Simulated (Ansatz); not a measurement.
**C4H11BSi: a dynamics run in two tries**

Wanted: a short trajectory, and a check that the input is sound. SMILES of the start: B[SiH](C=C)CC.

Program: Ansatz 0.2.0. Level of theory: UKS PBE-D4/STO-3G. These are calculated values, not measurements.

### Step 1. Starting point

Bond lengths (14 of 16 bonds, heavy atoms first): B1–Si2 1.964 Å, Si2–C3 1.878 Å, C3–C4 1.345 Å, Si2–C5 1.893 Å, C5–C6 1.556 Å, B1–H7 1.182 Å, B1–H8 1.182 Å, Si2–H9 1.464 Å, C3–H10 1.106 Å, C4–H11 1.104 Å, C4–H12 1.104 Å, C5–H13 1.107 Å, C5–H14 1.107 Å, C6–H15 1.107 Å. Angles (14 of 27 angles, heavy atoms first): B1–Si2–C3 107.9°, B1–Si2–C5 114.2°, C3–Si2–C5 110.3°, Si2–C3–C4 125.0°, Si2–C5–C6 112.7°, B1–Si2–H9 108.3°, C3–Si2–H9 107.2°, C5–Si2–H9 108.7°, Si2–B1–H7 120.5°, Si2–B1–H8 122.6°, Si2–C3–H10 117.1°, C4–C3–H10 117.9°, C3–C4–H11 122.5°, C3–C4–H12 122.4°.

As a file:

```xyz
17

B    -1.0844   -1.9837   -0.1222
Si    0.2307   -0.6276    0.4150
C     1.7841   -0.8930   -0.6057
C     2.2452   -0.0464   -1.5431
C    -0.3755    1.1565    0.2358
C    -1.6333    1.4540    1.1023
H    -0.8262   -3.1344   -0.0445
H    -2.1531   -1.7041   -0.5432
H     0.5883   -0.8623    1.8148
H     2.3521   -1.8252   -0.4261
H     1.7354    0.9014   -1.7889
H     3.1639   -0.2481   -2.1217
H    -0.6140    1.3652   -0.8245
H     0.4340    1.8552    0.5216
H    -1.4239    1.2952    2.1774
H    -2.4763    0.7949    0.8192
H    -1.9660    2.5019    0.9739
```

### Step 2. First try

Contents of input.yaml:

```yaml
crystal:
  periodic: [false, false, false]
  atoms:
    - { symbol: B, position_ang: [-1.084395, -1.98366, -0.122218] }
    - { symbol: Si, position_ang: [0.230672, -0.627578, 0.415024] }
    - { symbol: C, position_ang: [1.784101, -0.893048, -0.605695] }
    - { symbol: C, position_ang: [2.245215, -0.046406, -1.543099] }
    - { symbol: C, position_ang: [-0.375498, 1.156472, 0.235815] }
    - { symbol: C, position_ang: [-1.633344, 1.45398, 1.102253] }
    - { symbol: H, position_ang: [-0.826238, -3.13444, -0.04453] }
    - { symbol: H, position_ang: [-2.153062, -1.704072, -0.543162] }
    - { symbol: H, position_ang: [0.588326, -0.862281, 1.814808] }
    - { symbol: H, position_ang: [2.352129, -1.825162, -0.426092] }
    - { symbol: H, position_ang: [1.735422, 0.901395, -1.788889] }
    - { symbol: H, position_ang: [3.163901, -0.248112, -2.121671] }
    - { symbol: H, position_ang: [-0.614048, 1.365219, -0.824486] }
    - { symbol: H, position_ang: [0.433998, 1.855155, 0.521565] }
    - { symbol: H, position_ang: [-1.423935, 1.295213, 2.177427] }
    - { symbol: H, position_ang: [-2.476327, 0.794874, 0.819165] }
    - { symbol: H, position_ang: [-1.966018, 2.50195, 0.973887] }
magnetization:
  spin_polarized: true
basis:
  gaussian: { orbitals: STO-3G }
hamiltonian:
  xc: pbe
  dispersion: d4
md:
  timestep: 0.5
  n_steps: 25
  ensemble: nve
  temperature: 500.0
  initial_velocities: maxwell_boltzmann
  seed: 381284
  friction: 0.01
```

On the command line:

```console
$ ansatz run input.yaml --threads 1 --pin off --max-ram 2048MiB --backend cpu --events-out ev --progress --plain --runs-dir out
```

**Question.** What will these runs give? Wanted: first try.

As calculated:

| quantity | value |
| --- | --- |
| first try | refused |
| cause | friction belongs to the Langevin ensembles, and this run is at constant energy |

In words: The fault in the first input was caught at the input check and cost nothing.
